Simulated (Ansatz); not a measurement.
Input of an Ansatz 0.2.0 run:

input.yaml

```yaml
crystal:
  lattice:
    - [2.3446, -1.43138, 0.00906]
    - [2.3446, 1.43138, 0.00906]
    - [-2.206, 0.0, 10.92374]
  atoms:
    - { symbol: Ni, position: [0.49838, 0.49838, 0.29525], spin: 1.0 }
    - { symbol: Mo, position: [0.31773, 0.31773, 0.91207], spin: 1.0 }
    - { symbol: Pd, position: [0.24733, 0.24733, 0.49061] }
    - { symbol: Ir, position: [0.74982, 0.74982, 0.10802], spin: 0.6 }
    - { symbol: W, position: [0.68673, 0.68673, 0.69406] }
hamiltonian:
  xc: r2scan
  pseudopotentials: { kind: paw }
magnetization:
  spin_polarized: true
kpoints:
  mp_grid: { grid: [11, 11, 3] }
  band_path:
    path:
      - [[0.0, 0.0, 0.0], [-0.5, -0.5, 0.0], [-0.501637098, -0.501637098, 0.0400768515], [-0.5, -0.5, 0.5], [-0.6610839512, -0.3389160488, 0.5]]
      - [[-0.3389160488, 0.3389160488, 0.5], [0.0, 0.0, 0.5], [-0.498362902, -0.498362902, 0.9599231485]]
      - [[-0.5, -0.5, 0.0], [-0.6531734193, -0.3468265807, 0.0]]
      - [[-0.3468265807, 0.3468265807, 0.0], [0.0, 0.0, 0.0], [-0.5, 0.0, 0.0]]
      - [[-0.5, 0.0, 0.5], [0.0, 0.0, 0.0]]
    npoints: 14
scf:
  occupations: { method: fermi_dirac, width: 0.05 }
  n_extra_bands: 12
output:
  forces: true
  stress: true
  eigenvalues: true
  fatbands: false
```

Potentials or basis: Ansatz PAW.

The run is started by

```bash
$ ansatz run input.yaml --threads 8 --pin off --max-ram 20480MiB --backend cpu --events-out ev --progress --plain --runs-dir out
```

**Question.** What does it give for the band gap on the k mesh?

**Answer.** None (metal or under the smearing width).

**Question.** Predict the largest force.

**Answer.** 0.129 eV/Å.

**Question.** What does it give for the net moment?

**Answer.** 0.48 μB per cell.

**Question.** Estimate the absolute moment.

**Answer.** 0.86 μB per cell.

Forces in eV/Å, atoms in the order of the input:
```
Ni  -0.007  0.000 -0.046
Mo  -0.013  0.000 -0.082
Pd  -0.006  0.000 -0.069
Ir   0.009  0.000  0.129
W    0.016  0.000  0.068
```

Caveat: the magnetic or orbital state may not be the lowest; spin-orbit coupling is left out, which moves the levels of the heavy elements; the PAW data sets come from PBE, with cores solved anew for the run's functional, which leaves a small shift of forces and pressure; the starting moments weren't kept.
